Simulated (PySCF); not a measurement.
# C2H6Cd: NMR shieldings

What do calculations give for the NMR shieldings of C2H6Cd (`[CH3][Cd][CH3]`)?

Computed with PySCF 2.14.0 and routines of our own; the level stands in each step. Atoms count from 0.

### Step 1. The system as given

9 atoms, charge 0, multiplicity 1; geometry from: GFN2-xTB.

### Step 2. NMR shieldings: KT2/pcJ-1 Cd:dyall-v2z, spin–orbit

Job settings and geometry (Å):

```
{"job": {"xc": "KT2", "basis": {"default": "pcJ-1", "Cd": "dyall-v2z"}, "rel": "so", "kind": "hnmr"}, "charge": 0, "multiplicity": 1}
Cd     0.023200     0.017930    -0.000130
C     -0.002360    -0.014380     2.212610
H     -0.437990     0.901740     2.612850
H      1.005340    -0.110050     2.617750
H     -0.592860    -0.855480     2.579140
C      0.005080     0.016700    -2.212450
H     -1.018280     0.015820    -2.589900
H      0.508130    -0.867490    -2.605390
H      0.509740     0.895220    -2.614470
```

Level: KT2/pcJ-1 Cd:dyall-v2z GIAO NMR shielding, X2C with spin-orbit coupling, screened-nuclear two-electron part, Gaussian nuclei, gas phase.

Command:

```console
OMP_NUM_THREADS=1 python heavy_run.py task.json out
```

The driver reads the jobs from task.json and runs them one after another.

The program printed:

```text
spin-free SCF
coarse grid: 33400 points
cycle   1  E = -5691.6045181048  dE = -2.852e-01  |g| = 1.326e+00  |ddm| = 2.419e+00
cycle   2  E = -5691.4056767991  dE =  1.988e-01  |g| = 1.039e+00  |ddm| = 1.698e+00
cycle   3  E = -5691.6289374289  dE = -2.233e-01  |g| = 6.434e-01  |ddm| = 1.577e+00
cycle   4  E = -5691.7271888117  dE = -9.825e-02  |g| = 1.726e-01  |ddm| = 5.151e-01
cycle   5  E = -5691.7289570819  dE = -1.768e-03  |g| = 5.144e-02  |ddm| = 8.694e-02
cycle   6  E = -5691.7292125653  dE = -2.555e-04  |g| = 6.640e-03  |ddm| = 3.825e-02
cycle   7  E = -5691.7292208281  dE = -8.263e-06  |g| = 1.155e-03  |ddm| = 1.062e-02
final grid: 69056 points
cycle   8  E = -5691.7250369467  dE = -9.489e-04  |g| = 2.036e+00  |ddm| = 4.338e-03
cycle   9  E = -5691.7250375277  dE = -5.810e-07  |g| = 9.538e-02  |ddm| = 4.614e-03
cycle  10  E = -5691.7250317217  dE =  5.806e-06  |g| = 6.795e-03  |ddm| = 7.603e-03
cycle  11  E = -5691.7250207472  dE =  1.097e-05  |g| = 9.728e-03  |ddm| = 1.245e-02
cycle  12  E = -5691.7250384994  dE = -1.775e-05  |g| = 1.703e-03  |ddm| = 8.425e-03
cycle  13  E = -5691.7250391553  dE = -6.559e-07  |g| = 1.196e-04  |ddm| = 1.440e-03
cycle  14  E = -5691.7250391587  dE = -3.362e-09  |g| = 2.523e-05  |ddm| = 1.290e-04
converged SCF energy = -5691.7250391587
two-component SCF
cycle   1  E = -5691.2216747195  dE = -5.691e+03  |FDS-SDF| = 8.135e+01
cycle   2  E = -5692.3614570004  dE = -1.140e+00  |FDS-SDF| = 4.718e-02
cycle   3  E = -5692.3614590944  dE = -2.094e-06  |FDS-SDF| = 9.725e-03
cycle   4  E = -5692.3614578816  dE =  1.213e-06  |FDS-SDF| = 6.871e-03
cycle   5  E = -5692.3614606466  dE = -2.765e-06  |FDS-SDF| = 1.897e-03
cycle   6  E = -5692.3614610799  dE = -4.334e-07  |FDS-SDF| = 1.625e-04
cycle   7  E = -5692.3614610866  dE = -6.713e-09  |FDS-SDF| = 5.941e-05
converged, E = -5692.3614610866

Field gradients (au) and densities at the nuclei (bohr^-3)
atom        Vxx        Vyy        Vzz        centre      nuclear mean
  0 Cd     2.3586     2.3591    -4.7177     160782.536     156721.145
  1 C     -0.0098    -0.0115     0.0213        131.135        131.133
  2 H     -0.1492    -0.1609     0.3101          0.498          0.498
  3 H     -0.1493    -0.1611     0.3105          0.498          0.498
  4 H     -0.1487    -0.1603     0.3090          0.498          0.498
  5 C     -0.0099    -0.0114     0.0213        131.135        131.133
  6 H     -0.1490    -0.1606     0.3096          0.498          0.498
  7 H     -0.1492    -0.1609     0.3100          0.498          0.498
  8 H     -0.1496    -0.1614     0.3110          0.499          0.499
without picture change
  0 Cd                          -5.2546                    333523.145

Core orbital energies (eV)
atom   shell        mean    spread
  0 Cd 1s       -26546.387   0.000
  0 Cd 2s        -3946.706   0.000
  0 Cd 3s         -738.414   0.000
  0 Cd 4s         -107.215   0.000
  0 Cd 2p1/2     -3670.916   0.000
  0 Cd 2p3/2     -3479.267   0.031
  0 Cd 3p1/2      -628.383   0.000
  0 Cd 3p3/2      -593.940   0.114
  0 Cd 4p1/2       -72.022   0.000
  0 Cd 4p3/2       -66.255   0.107
  0 Cd 3d3/2      -400.892   0.105
  0 Cd 3d5/2      -394.001   0.138

Shielding tensors (ppm)
atom      isotropic    diamagn.    paramagn.     s11        s22        s33       span
  0 Cd     4035.40     4505.39     -469.99    3184.19    3184.39    5737.62    2553.43
  1 C       183.70      248.35      -64.65     171.48     171.66     207.97      36.49
  2 H        31.53       28.89        2.65      25.76      29.11      39.73      13.97
  3 H        31.54       28.88        2.66      25.76      29.10      39.75      13.99
  4 H        31.53       28.91        2.62      25.75      29.13      39.69      13.94
  5 C       183.77      248.35      -64.58     171.55     171.72     208.04      36.50
  6 H        31.54       28.91        2.62      25.76      29.14      39.71      13.95
  7 H        31.54       28.90        2.64      25.76      29.13      39.73      13.97
  8 H        31.54       28.87        2.67      25.76      29.10      39.77      14.01
```

Run time: 47 s. Hardware: 1 thread of Intel Xeon Platinum 8259CL at 2.50GHz, shared host; peak memory 1.1 GiB.

Key values:

```tsv
quantity	value
energy from spin-orbit coupling	-0.6364 Eh
```

### Step 3. NMR shieldings: B3LYP/pcJ-1 Cd:dyall-v2z, spin–orbit

The job, as its differences from that of step 2:

```diff
@@ -1,2 +1,2 @@
-{"job": {"xc": "KT2", "basis": {"default": "pcJ-1", "Cd": "dyall-v2z"}, "rel": "so", "kind": "hnmr"}, "charge": 0, "multiplicity": 1}
+{"job": {"xc": "B3LYP", "basis": {"default": "pcJ-1", "Cd": "dyall-v2z"}, "rel": "so", "kind": "hnmr"}, "charge": 0, "multiplicity": 1}
 Cd     0.023200     0.017930    -0.000130
```

Level: B3LYP/pcJ-1 Cd:dyall-v2z GIAO NMR shielding, X2C with spin-orbit coupling, screened-nuclear two-electron part, Gaussian nuclei, gas phase.

The program printed:

```text
spin-free SCF
coarse grid: 33400 points
cycle   1  E = -5673.8324152462  dE = -3.163e-01  |g| = 6.293e-01  |ddm| = 2.338e+00
cycle   2  E = -5673.7387210727  dE =  9.369e-02  |g| = 9.372e-01  |ddm| = 1.297e+00
cycle   3  E = -5673.9230250282  dE = -1.843e-01  |g| = 7.070e-02  |ddm| = 7.311e-01
cycle   4  E = -5673.9232758258  dE = -2.508e-04  |g| = 3.619e-02  |ddm| = 5.193e-02
cycle   5  E = -5673.9234768594  dE = -2.010e-04  |g| = 6.011e-03  |ddm| = 2.383e-02
cycle   6  E = -5673.9234817022  dE = -4.843e-06  |g| = 3.045e-04  |ddm| = 5.656e-03
final grid: 69056 points
cycle   7  E = -5673.9231061613  dE = -3.596e-06  |g| = 1.398e-03  |ddm| = 8.095e-04
cycle   8  E = -5673.9231061435  dE =  1.773e-08  |g| = 4.225e-04  |ddm| = 5.174e-04
cycle   9  E = -5673.9231061382  dE =  5.359e-09  |g| = 4.365e-04  |ddm| = 6.268e-04
cycle  10  E = -5673.9231061838  dE = -4.564e-08  |g| = 4.979e-05  |ddm| = 3.387e-04
cycle  11  E = -5673.9231061842  dE = -3.984e-10  |g| = 4.517e-06  |ddm| = 3.420e-05
converged SCF energy = -5673.9231061842
two-component SCF
cycle   1  E = -5673.4215564171  dE = -5.673e+03  |FDS-SDF| = 8.115e+01
cycle   2  E = -5674.5584242548  dE = -1.137e+00  |FDS-SDF| = 2.287e-01
cycle   3  E = -5674.5586812695  dE = -2.570e-04  |FDS-SDF| = 8.782e-03
cycle   4  E = -5674.5586823973  dE = -1.128e-06  |FDS-SDF| = 6.773e-03
cycle   5  E = -5674.5586843676  dE = -1.970e-06  |FDS-SDF| = 1.792e-03
cycle   6  E = -5674.5586846536  dE = -2.861e-07  |FDS-SDF| = 2.682e-04
cycle   7  E = -5674.5586846657  dE = -1.201e-08  |FDS-SDF| = 6.590e-05
converged, E = -5674.5586846657

Field gradients (au) and densities at the nuclei (bohr^-3)
atom        Vxx        Vyy        Vzz        centre      nuclear mean
  0 Cd     2.5784     2.5790    -5.1574     157307.010     153557.879
  1 C     -0.0003    -0.0018     0.0021        125.873        125.871
  2 H     -0.1489    -0.1612     0.3101          0.486          0.486
  3 H     -0.1491    -0.1615     0.3105          0.487          0.487
  4 H     -0.1485    -0.1606     0.3091          0.486          0.486
  5 C     -0.0002    -0.0018     0.0020        125.873        125.871
  6 H     -0.1488    -0.1609     0.3097          0.486          0.486
  7 H     -0.1489    -0.1612     0.3101          0.486          0.486
  8 H     -0.1493    -0.1617     0.3111          0.487          0.487
without picture change
  0 Cd                          -5.7370                    326822.844

Core orbital energies (eV)
atom   shell        mean    spread
  0 Cd 1s       -26552.374   0.000
  0 Cd 2s        -3960.680   0.000
  0 Cd 3s         -746.262   0.000
  0 Cd 4s         -111.093   0.000
  0 Cd 2p1/2     -3685.138   0.000
  0 Cd 2p3/2     -3493.216   0.033
  0 Cd 3p1/2      -635.700   0.000
  0 Cd 3p3/2      -601.077   0.118
  0 Cd 4p1/2       -75.181   0.000
  0 Cd 4p3/2       -69.248   0.121
  0 Cd 3d3/2      -405.709   0.120
  0 Cd 3d5/2      -398.788   0.156
  0 Cd 4d3/2       -14.563   0.265
  0 Cd 4d5/2       -13.778   0.235

Shielding tensors (ppm)
atom      isotropic    diamagn.    paramagn.     s11        s22        s33       span
  0 Cd     4012.50     4497.70     -485.20    3153.61    3153.81    5730.08    2576.48
  1 C       178.86      243.52      -64.66     167.82     168.02     200.72      32.90
  2 H        31.76       28.86        2.90      25.99      29.28      40.01      14.02
  3 H        31.76       28.85        2.92      25.99      29.27      40.02      14.03
  4 H        31.75       28.88        2.87      25.98      29.30      39.97      13.98
  5 C       178.92      243.51      -64.59     167.90     168.08     200.79      32.89
  6 H        31.76       28.88        2.88      25.99      29.30      39.99      14.00
  7 H        31.76       28.87        2.90      25.99      29.29      40.01      14.02
  8 H        31.77       28.84        2.92      26.00      29.26      40.04      14.05
```

Wall time 100 s (1 thread of Intel Xeon Platinum 8259CL at 2.50GHz, shared host); peak memory 1.3 GiB.

From this job:

```tsv
quantity	value
energy from spin-orbit coupling	-0.6356 Eh
```

### Step 4. NMR shieldings: BHandHLYP/pcJ-1 Cd:dyall-v2z, spin–orbit

The job, as its differences from that of step 3:

```diff
@@ -1,2 +1,2 @@
-{"job": {"xc": "B3LYP", "basis": {"default": "pcJ-1", "Cd": "dyall-v2z"}, "rel": "so", "kind": "hnmr"}, "charge": 0, "multiplicity": 1}
+{"job": {"xc": "BHandHLYP", "basis": {"default": "pcJ-1", "Cd": "dyall-v2z"}, "rel": "so", "kind": "hnmr"}, "charge": 0, "multiplicity": 1}
 Cd     0.023200     0.017930    -0.000130
```

Method: BHandHLYP/pcJ-1 Cd:dyall-v2z GIAO NMR shielding, X2C with spin-orbit coupling, screened-nuclear two-electron part, Gaussian nuclei, gas phase.

The program printed:

```text
spin-free SCF
coarse grid: 33400 points
cycle   1  E = -5673.7230014126  dE = -3.184e-01  |g| = 4.195e-01  |ddm| = 2.249e+00
cycle   2  E = -5673.7294254364  dE = -6.424e-03  |g| = 4.249e-01  |ddm| = 6.293e-01
cycle   3  E = -5673.7611900546  dE = -3.176e-02  |g| = 5.377e-02  |ddm| = 2.781e-01
cycle   4  E = -5673.7613137044  dE = -1.236e-04  |g| = 2.342e-02  |ddm| = 3.722e-02
cycle   5  E = -5673.7614188491  dE = -1.051e-04  |g| = 3.444e-03  |ddm| = 1.657e-02
cycle   6  E = -5673.7614208044  dE = -1.955e-06  |g| = 9.981e-04  |ddm| = 5.101e-03
final grid: 69056 points
cycle   7  E = -5673.7611973940  dE = -1.694e-06  |g| = 1.408e-03  |ddm| = 1.148e-03
cycle   8  E = -5673.7611973720  dE =  2.201e-08  |g| = 1.497e-03  |ddm| = 1.242e-03
cycle   9  E = -5673.7611975167  dE = -1.447e-07  |g| = 8.135e-05  |ddm| = 5.906e-04
cycle  10  E = -5673.7611975170  dE = -2.628e-10  |g| = 3.300e-05  |ddm| = 4.978e-05
converged SCF energy = -5673.7611975170
two-component SCF
cycle   1  E = -5673.2602655919  dE = -5.673e+03  |FDS-SDF| = 8.107e+01
cycle   2  E = -5674.3937779689  dE = -1.134e+00  |FDS-SDF| = 5.532e-01
cycle   3  E = -5674.3950952484  dE = -1.317e-03  |FDS-SDF| = 2.083e-02
cycle   4  E = -5674.3951221072  dE = -2.686e-05  |FDS-SDF| = 4.239e-03
cycle   5  E = -5674.3951243563  dE = -2.249e-06  |FDS-SDF| = 2.779e-03
cycle   6  E = -5674.3951251112  dE = -7.549e-07  |FDS-SDF| = 4.610e-04
cycle   7  E = -5674.3951252233  dE = -1.121e-07  |FDS-SDF| = 1.499e-04
cycle   8  E = -5674.3951252367  dE = -1.338e-08  |FDS-SDF| = 2.741e-05
converged, E = -5674.3951252367

Field gradients (au) and densities at the nuclei (bohr^-3)
atom        Vxx        Vyy        Vzz        centre      nuclear mean
  0 Cd     2.9153     2.9159    -5.8312     157174.537     153429.900
  1 C      0.0038     0.0055    -0.0093        125.654        125.651
  2 H     -0.1492    -0.1625     0.3117          0.480          0.480
  3 H     -0.1493    -0.1628     0.3121          0.480          0.480
  4 H     -0.1487    -0.1619     0.3106          0.480          0.480
  5 C      0.0039     0.0054    -0.0093        125.654        125.652
  6 H     -0.1490    -0.1622     0.3112          0.480          0.480
  7 H     -0.1492    -0.1625     0.3117          0.480          0.480
  8 H     -0.1496    -0.1630     0.3126          0.480          0.480
without picture change
  0 Cd                          -6.4718                    326525.625

Core orbital energies (eV)
atom   shell        mean    spread
  0 Cd 1s       -26664.511   0.000
  0 Cd 2s        -4003.735   0.000
  0 Cd 3s         -765.883   0.000
  0 Cd 4s         -118.247   0.000
  0 Cd 2p1/2     -3722.136   0.000
  0 Cd 2p3/2     -3529.137   0.039
  0 Cd 3p1/2      -652.385   0.000
  0 Cd 3p3/2      -617.238   0.122
  0 Cd 4p1/2       -80.766   0.000
  0 Cd 4p3/2       -74.729   0.134
  0 Cd 3d3/2      -417.227   0.138
  0 Cd 3d5/2      -410.193   0.182
  0 Cd 4d3/2       -17.050   0.177
  0 Cd 4d5/2       -16.249   0.209

Shielding tensors (ppm)
atom      isotropic    diamagn.    paramagn.     s11        s22        s33       span
  0 Cd     4127.44     4497.89     -370.45    3324.15    3324.36    5733.82    2409.67
  1 C       187.66      243.74      -56.08     179.52     179.68     203.80      24.28
  2 H        31.98       28.91        3.07      25.92      29.31      40.71      14.79
  3 H        31.98       28.90        3.08      25.93      29.30      40.73      14.80
  4 H        31.97       28.93        3.04      25.91      29.32      40.68      14.76
  5 C       187.73      243.74      -56.00     179.59     179.74     203.87      24.27
  6 H        31.98       28.94        3.05      25.92      29.33      40.70      14.78
  7 H        31.99       28.92        3.06      25.92      29.32      40.71      14.79
  8 H        31.99       28.90        3.09      25.93      29.29      40.75      14.82
```

Wall time 2 min (1 thread of Intel Xeon Platinum 8259CL at 2.50GHz, shared host); peak memory 1.3 GiB.

In short:

```tsv
quantity	value
energy from spin-orbit coupling	-0.6339 Eh
```

### Step 5. Shieldings side by side

```tsv
run	Cd0	C1	C5	H3	H8	H2	H7	time
step 2, KT2/pcJ-1 Cd:dyall-v2z, spin–orbit	4035.4	183.7	183.8	31.5	31.5	31.5	31.5	47 s
step 3, B3LYP/pcJ-1 Cd:dyall-v2z, spin–orbit	4012.5	178.9	178.9	31.8	31.8	31.8	31.8	100 s
step 4, BHandHLYP/pcJ-1 Cd:dyall-v2z, spin–orbit	4127.4	187.7	187.7	32.0	32.0	32.0	32.0	2 min
```

### Step 6. Outcome

| quantity | value |
| --- | --- |
| energy from spin-orbit coupling (step 2, KT2/pcJ-1 Cd:dyall-v2z, spin–orbit) | -0.6364 Eh |
| shieldings (step 2, KT2/pcJ-1 Cd:dyall-v2z, spin–orbit) | Cd0 4035.4, C1 183.7, C5 183.8 ppm |
| energy from spin-orbit coupling (step 3, B3LYP/pcJ-1 Cd:dyall-v2z, spin–orbit) | -0.6356 Eh |
| shieldings (step 3, B3LYP/pcJ-1 Cd:dyall-v2z, spin–orbit) | Cd0 4012.5, C1 178.9, C5 178.9 ppm |
| energy from spin-orbit coupling (step 4, BHandHLYP/pcJ-1 Cd:dyall-v2z, spin–orbit) | -0.6339 Eh |
| shieldings (step 4, BHandHLYP/pcJ-1 Cd:dyall-v2z, spin–orbit) | Cd0 4127.4, C1 187.7, C5 187.7 ppm |

What this shows: In step 2, Cd0 has the widest tensor, 2553 ppm. Cd0 moves most between the runs, by 115 ppm; the labels say what changes from run to run. The geometry comes from tight binding, which is rough for metal atoms, and these values hang on it.
